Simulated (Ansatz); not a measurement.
This script drives Ansatz's Python interface.

`opt_ch3f3ssi.py`:
```python
import itertools

import ansatz as az
from ase.data import atomic_numbers, covalent_radii
import numpy as np


def main() -> None:
    geometry_ang = [
        ("F", (1.825, -0.4491, 0.5695)),
        ("C", (1.2523, -0.3193, -0.6893)),
        ("F", (0.6433, -1.5039, -0.9875)),
        ("F", (2.3713, -0.1592, -1.5457)),
        ("S", (0.1186, 1.0305, -0.8611)),
        ("Si", (-1.298, 0.4411, 0.6122)),
        ("H", (-1.8386, -0.8871, 0.2361)),
        ("H", (-2.3499, 1.4463, 0.6686)),
        ("H", (-0.6354, 0.3546, 1.9802)),
    ]
    geometry = az.Crystal.molecule()
    for symbol, xyz in geometry_ang:
        geometry = geometry.atom(symbol, xyz)

    calc = (
        geometry.calculation()
        .basis(gaussian="6-31G*")
        .functional("hf")
    )
    symbols = [site.symbol for site in geometry.cartesian_sites]
    start = np.array([site.position_ang for site in geometry.cartesian_sites], dtype=float)
    def progress(event):
        if event["event"] == "relax_step":
            row = event["data"]
            print(f"step {row['step']:3d}  E = {row['lagrangian_ev']:.6f} eV  largest force component {row['allowed_force_max_ev_ang']:.4f} eV/A")


    report = calc.relax(force_tolerance=0.005, max_steps=100).session().plan().execute(on_event=progress).report
    end = np.array(report["positions_ang"])

    print("reference energy %16.6f eV" % report["reference_energy_ev"])
    print("total energy     %16.6f eV" % report["free_energy_ev"])
    print("occupied orbitals outside the frozen core (up, down):", report["n_occupied"], " frozen:", report["n_frozen"], " virtual:", report["n_virtual"])

    radius = [covalent_radii[atomic_numbers[s]] for s in symbols]
    span = lambda where, i, j: np.linalg.norm(where[i] - where[j])
    bonded = [(i, j) for i, j in itertools.combinations(range(len(symbols)), 2) if min(span(start, i, j), span(end, i, j)) < 1.2 * (radius[i] + radius[j])]
    print("pair        before    after (A)")
    for i, j in bonded:
        print(f"{symbols[i]}{i}-{symbols[j]}{j}".ljust(10), f"{span(start, i, j):8.4f} {span(end, i, j):8.4f}")
    for first, second in list(itertools.combinations(bonded, 2)):
        shared = set(first) & set(second)
        if shared and symbols[(j := shared.pop())] != "H":
            i, k = sorted((set(first) | set(second)) - {j})
            u, v = end[i] - end[j], end[k] - end[j]
            angle = np.degrees(np.arccos(np.clip(u @ v / np.linalg.norm(u) / np.linalg.norm(v), -1, 1)))
            print(f"final angle {symbols[i]}{i}-{symbols[j]}{j}-{symbols[k]}{k}: {angle:.2f} deg")


if __name__ == "__main__":
    main()
```

It is started by `python opt_ch3f3ssi.py`. Estimate its wall time and peak memory on 1 thread of Arm Neoverse V1, on a shared host.

It took about 29 s, with a peak of 0.29 GiB, for 1 run of the engine.

```console
$ python opt_ch3f3ssi.py
step   1  E = -27874.119085 eV  largest force component 3.5602 eV/A
step   2  E = -27874.571500 eV  largest force component 1.9209 eV/A
step   3  E = -27874.622940 eV  largest force component 0.7262 eV/A
step   4  E = -27874.644792 eV  largest force component 0.1806 eV/A
step   5  E = -27874.648887 eV  largest force component 0.0687 eV/A
step   6  E = -27874.649306 eV  largest force component 0.0210 eV/A
step   7  E = -27874.649323 eV  largest force component 0.0108 eV/A
step   8  E = -27874.649327 eV  largest force component 0.0009 eV/A
reference energy    -27874.649327 eV
total energy        -27874.649327 eV
occupied orbitals outside the frozen core (up, down): [33, 33]  frozen: 0  virtual: [71, 71]
pair        before    after (A)
F0-C1        1.3890   1.3207
C1-F2        1.3649   1.3197
C1-F3        1.4182   1.3135
C1-S4        1.7711   1.8015
S4-Si5       2.1271   2.1654
Si5-H6       1.4825   1.4678
Si5-H7       1.4561   1.4687
Si5-H8       1.5225   1.4677
final angle F0-C1-F2: 106.62 deg
final angle F0-C1-F3: 107.93 deg
final angle F0-C1-S4: 112.49 deg
final angle F2-C1-F3: 107.88 deg
final angle F2-C1-S4: 112.53 deg
final angle F3-C1-S4: 109.18 deg
final angle C1-S4-Si5: 101.34 deg
final angle S4-Si5-H6: 110.46 deg
final angle S4-Si5-H7: 102.69 deg
final angle S4-Si5-H8: 110.76 deg
final angle H6-Si5-H7: 111.27 deg
final angle H6-Si5-H8: 110.39 deg
final angle H7-Si5-H8: 111.05 deg
```

Total energies depend on the basis set; only differences at equal settings carry meaning. The end point is the stationary point reached from this start; no frequency run checks that it is a minimum, and the basis set is modest.
